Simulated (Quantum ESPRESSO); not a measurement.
# TeP7 (Fm-3m) in Quantum ESPRESSO: single point with WC

Aim: the single point of TeP7 with WC.

All numbers are computed with Quantum ESPRESSO 7.5; they aren't measurements. Logs are shortened: lines on timing, memory, paths and dates and some standing lists are left out, and cuts for length are marked.

## 1. The crystal as given

The structure is cubic, space group Fm-3m (No. 225). Conventional cell: a = 8.765 Å, b = 8.765 Å, c = 8.765 Å, α = 90.00°, β = 90.00°, γ = 90.00°. Around Te (site symmetry m-3m) lie 12 P at 3.10 Å. P (site symmetry mmm) has 2 Te at 3.10 Å and 10 P at 3.10 Å as nearest neighbours. P (site symmetry m-3m) is surrounded by 12 P at 3.10 Å.

The cell was built by a generator and needn't be a form met in nature.

## 2. Single point, WC

File pw.in:

```
&CONTROL
  calculation = 'scf'
  prefix = 'pwscf'
  outdir = './tmp'
  pseudo_dir = './pseudo'
  tprnfor = .true.
  tstress = .true.
  disk_io = 'nowf'
/
&SYSTEM
  ibrav = 0
  nat = 8
  ntyp = 2
  ecutwfc = 82
  nbnd = 35
  input_dft = 'wc'
  occupations = 'smearing'
  smearing = 'gaussian'
  degauss = 0.00367493
/
&ELECTRONS
  conv_thr = 1.6d-09
  electron_maxstep = 120
  mixing_beta = 0.5
/
ATOMIC_SPECIES
Te   127.6000 Te.upf
P     30.9738 P.upf
CELL_PARAMETERS angstrom
   0.0000000000    4.3825548300    4.3825548300
   4.3825548300    0.0000000000    4.3825548300
   4.3825548300    4.3825548300    0.0000000000
ATOMIC_POSITIONS crystal
Te     0.0000000000    0.0000000000    0.0000000000
P      0.5000000000    0.0000000000    0.0000000000
P      0.0000000000    0.5000000000    0.5000000000
P      0.0000000000    0.5000000000    0.0000000000
P      0.5000000000    0.0000000000    0.5000000000
P      0.0000000000    0.0000000000    0.5000000000
P      0.5000000000    0.5000000000    0.0000000000
P      0.5000000000    0.5000000000    0.5000000000
K_POINTS automatic
5 5 5 0 0 0
```

Potentials or basis: Ansatz NC SR PBE.

Started as:

```sh
> OMP_NUM_THREADS=1 pw.x -in pw.in > pw.out
```

pw.out:

```text
[... set-up lines left out ...]
     Self-consistent Calculation

     iteration #  1     ecut=    82.00 Ry     beta= 0.50
     Davidson diagonalization with overlap
     ethr =  1.00E-02,  avg # of iterations =  4.4

     Threshold (ethr) on eigenvalues was too large:
     Diagonalizing with lowered threshold

     Davidson diagonalization with overlap
     ethr =  9.63E-05,  avg # of iterations = 10.9

     total energy              =    -313.78454909 Ry
     estimated scf accuracy    <       0.06306944 Ry

     iteration #  2     ecut=    82.00 Ry     beta= 0.50
     Davidson diagonalization with overlap
     ethr =  1.24E-04,  avg # of iterations =  3.6

     total energy              =    -313.79299126 Ry
     estimated scf accuracy    <       0.03354770 Ry

     iteration #  3     ecut=    82.00 Ry     beta= 0.50
     Davidson diagonalization with overlap
     ethr =  6.58E-05,  avg # of iterations =  1.8

     total energy              =    -313.79823952 Ry
     estimated scf accuracy    <       0.00561184 Ry

     iteration #  4     ecut=    82.00 Ry     beta= 0.50
     Davidson diagonalization with overlap
     ethr =  1.10E-05,  avg # of iterations =  8.3

     total energy              =    -313.79976223 Ry
     estimated scf accuracy    <       0.00400196 Ry

     iteration #  5     ecut=    82.00 Ry     beta= 0.50
     Davidson diagonalization with overlap
     ethr =  7.85E-06,  avg # of iterations =  1.5

     total energy              =    -313.80026434 Ry
     estimated scf accuracy    <       0.00005935 Ry

     iteration #  6     ecut=    82.00 Ry     beta= 0.50
     Davidson diagonalization with overlap
     ethr =  1.16E-07,  avg # of iterations =  8.5

     total energy              =    -313.80033529 Ry
     estimated scf accuracy    <       0.00003691 Ry

     iteration #  7     ecut=    82.00 Ry     beta= 0.50
     Davidson diagonalization with overlap
     ethr =  7.24E-08,  avg # of iterations =  2.0

     total energy              =    -313.80034260 Ry
     estimated scf accuracy    <       0.00000047 Ry

     iteration #  8     ecut=    82.00 Ry     beta= 0.50
     Davidson diagonalization with overlap
     ethr =  9.29E-10,  avg # of iterations =  7.9

     total energy              =    -313.80034338 Ry
     estimated scf accuracy    <       0.00000002 Ry

     iteration #  9     ecut=    82.00 Ry     beta= 0.50
     Davidson diagonalization with overlap
     ethr =  4.17E-11,  avg # of iterations =  5.5

     total energy              =    -313.80034339 Ry
     estimated scf accuracy    <       0.00000001 Ry

     iteration # 10     ecut=    82.00 Ry     beta= 0.50
     Davidson diagonalization with overlap
     ethr =  2.05E-11,  avg # of iterations =  2.0

     End of self-consistent calculation

          k = 0.0000 0.0000 0.0000 ( 14211 PWs)   bands (ev):

   -30.1457 -30.1457 -30.1454 -30.1454 -30.1454  -6.2431  -3.0229  -2.1273
    -2.1273  -2.1273  -0.8540  -0.6687  -0.6687   1.4379   1.4379   1.4379
     1.9998   2.7112   2.7112   2.7112   7.6628   7.6628   7.6628   7.7888
     7.7888   7.7888  10.2048  10.2048  10.2048  10.3443  10.3443  10.5526
    10.5526  10.5526  11.6714

          k = 0.1414 0.1414-0.1414 ( 14220 PWs)   bands (ev):

   -30.1457 -30.1457 -30.1454 -30.1454 -30.1454  -6.0527  -3.3332  -2.4970
    -2.0842  -2.0842  -1.1495  -0.9877  -0.9877   1.7982   1.7982   2.1094
     2.7458   3.2097   3.2097   3.3079   6.7921   6.7921   6.8218   7.8274
     7.9352   7.9352   9.2643   9.2643   9.4275   9.8342  10.0290  10.0290
    10.3696  10.4757  10.4757

          k = 0.2828 0.2828-0.2828 ( 14248 PWs)   bands (ev):

   -30.1457 -30.1457 -30.1454 -30.1454 -30.1454  -5.5464  -4.2709  -2.5445
    -1.9074  -1.9074  -1.5787  -1.5137  -1.5137   2.6480   2.6480   3.0467
     3.7385   3.7385   3.9223   5.0417   5.9719   6.1076   6.1076   7.4310
     7.4346   7.4346   7.8094   8.2902   8.4523   8.4523   9.0835   9.2251
     9.2251  10.6822  10.6823

          k = 0.2828-0.0000 0.0000 ( 14220 PWs)   bands (ev):

   -30.1457 -30.1457 -30.1454 -30.1454 -30.1454  -5.9889  -3.2502  -2.3655
    -2.3655  -2.3166  -1.8348  -0.7268  -0.5949   2.1300   2.1300   2.2348
     2.6771   3.0318   3.0318   4.0909   6.6778   6.6778   6.9408   7.0190
     7.9657   7.9657   9.0162   9.0162   9.1066   9.1733  10.1405  10.2679
    10.3779  10.3779  10.7791

          k = 0.4243 0.1414-0.1414 ( 14248 PWs)   bands (ev):

   -30.1457 -30.1457 -30.1454 -30.1454 -30.1454  -5.5769  -3.8499  -2.9222
    -2.4195  -2.4191  -1.7517  -0.9492  -0.8098   2.4400   2.9332   3.3477
     3.5483   3.6361   4.3909   5.0923   5.3768   5.4503   6.9061   7.2786
     7.3520   7.5831   7.7846   7.8792   8.3827   8.7031   9.0943   9.4488
     9.5945   9.5962  10.4287

          k =-0.1414-0.4243 0.4243 ( 14241 PWs)   bands (ev):

   -30.1457 -30.1457 -30.1454 -30.1454 -30.1454  -5.2618  -4.3133  -3.2310
    -2.3735  -2.1814  -1.4633  -1.2514  -1.0171   2.8113   2.9264   3.3301
     4.2351   4.3863   4.7576   4.9053   5.9287   6.1012   6.1454   6.7180
     6.7266   6.9764   8.0692   8.2006   8.2387   8.3079   8.3305   8.7808
     9.0692   9.4213  10.0417

          k = 0.0000-0.2828 0.2828 ( 14233 PWs)   bands (ev):

   -30.1457 -30.1457 -30.1454 -30.1454 -30.1454  -5.7491  -3.6552  -3.0898
    -2.1255  -1.6876  -1.6591  -1.6292  -0.6639   2.0482   2.2162   3.1684
     3.4653   3.7834   4.0463   4.1966   5.1204   6.9064   6.9546   7.4509
     7.4566   7.7850   7.8038   8.1756   9.2277   9.2829   9.3498   9.7306
     9.8052   9.8250   9.9537

          k = 0.5657-0.0000 0.0000 ( 14244 PWs)   bands (ev):

   -30.1457 -30.1457 -30.1454 -30.1454 -30.1454  -5.3042  -3.8691  -2.9945
    -2.6655  -2.6655  -2.5679  -0.6098  -0.4663   3.4837   3.4837   4.0374
     4.1618   4.1618   4.2974   5.0537   5.0537   6.0135   6.0996   6.5013
     6.7317   6.7317   6.7706   6.8576   8.6769   8.6769   8.8533   9.7593
     9.7593  10.0471  10.1529

          k = 0.0000-0.5657 0.5657 ( 14245 PWs)   bands (ev):

   -30.1457 -30.1457 -30.1454 -30.1454 -30.1454  -5.0314  -4.0188  -3.7454
    -2.7603  -2.5856  -1.7040  -0.8461  -0.6877   3.4866   3.7838   3.8780
     4.7164   4.7724   4.7931   4.9279   4.9390   6.0244   6.0360   6.1343
     6.7226   6.7850   7.0002   7.0021   7.3781   9.1487   9.1538   9.2534
     9.2868   9.3027   9.4191

          k =-0.1414-0.4243 0.7071 ( 14271 PWs)   bands (ev):

   -30.1457 -30.1457 -30.1454 -30.1454 -30.1454  -5.1588  -3.9652  -3.5302
    -3.2428  -1.7928  -1.4945  -1.2664  -0.8251   3.1911   3.3624   3.9971
     4.0367   4.1291   5.2487   5.3509   5.5089   5.6516   5.7988   5.9321
     7.1948   7.5764   7.6842   7.7665   8.0656   8.0790   8.5739   8.6526
     8.8703   8.8943  10.1074

     the Fermi energy is     7.4776 ev

!    total energy              =    -313.80034340 Ry
     estimated scf accuracy    <          3.3E-10 Ry
     smearing contrib. (-TS)   =      -0.00051619 Ry
     internal energy E=F+TS    =    -313.79982720 Ry

     The total energy is F=E-TS. E is the sum of the following terms:
     one-electron contribution =     -98.56030632 Ry
     hartree contribution      =      71.64518680 Ry
     xc contribution           =     -81.77403337 Ry
     ewald contribution        =    -205.11067432 Ry

     convergence has been achieved in  10 iterations

     Forces acting on atoms (cartesian axes, Ry/au):

     atom    1 type  1   force =     0.00000000    0.00000000   -0.00000000
     atom    2 type  2   force =    -0.00000000    0.00000000   -0.00000000
     atom    3 type  2   force =    -0.00000000   -0.00000000   -0.00000000
     atom    4 type  2   force =     0.00000000    0.00000000   -0.00000000
     atom    5 type  2   force =    -0.00000000   -0.00000000    0.00000000
     atom    6 type  2   force =     0.00000000   -0.00000000   -0.00000000
     atom    7 type  2   force =    -0.00000000    0.00000000    0.00000000
     atom    8 type  2   force =     0.00000000   -0.00000000    0.00000000

     Total force =     0.000000     Total SCF correction =     0.000000

     Computing stress (Cartesian axis) and pressure

          total   stress  (Ry/bohr**3)                   (kbar)     P=     -151.82
  -0.00103204   0.00000000   0.00000000         -151.82        0.00        0.00
   0.00000000  -0.00103204   0.00000000            0.00     -151.82        0.00
   0.00000000   0.00000000  -0.00103204            0.00        0.00     -151.82

=------------------------------------------------------------------------------=
   JOB DONE.
=------------------------------------------------------------------------------=
```

Wall time 68 s (1 thread of AMD EPYC 9R45 (Zen 5), shared host); peak memory 0.32 GiB.

What came out:

```
Free energy            : -4269.4712 eV
Pressure               : -15.2 GPa
Band gap on the k mesh : none (metal or under the smearing width)
```

Levels at points of the mesh, in eV from the Fermi level:
| k point | band 23 | band 24 | band 25 | band 26 | band 27 | band 28 |
| --- | --- | --- | --- | --- | --- | --- |
| (0.00, 0.00, 0.00) | 0.19 | 0.31 | 0.31 | 0.31 | 2.73 | 2.73 |

Caveat: the potentials were made for another functional, which shifts forces and pressure; so large a pressure means that the cell lies far from this level's equilibrium, or that cutoff or potentials fall short. Spin-orbit coupling is left out, which matters for the levels of Te.
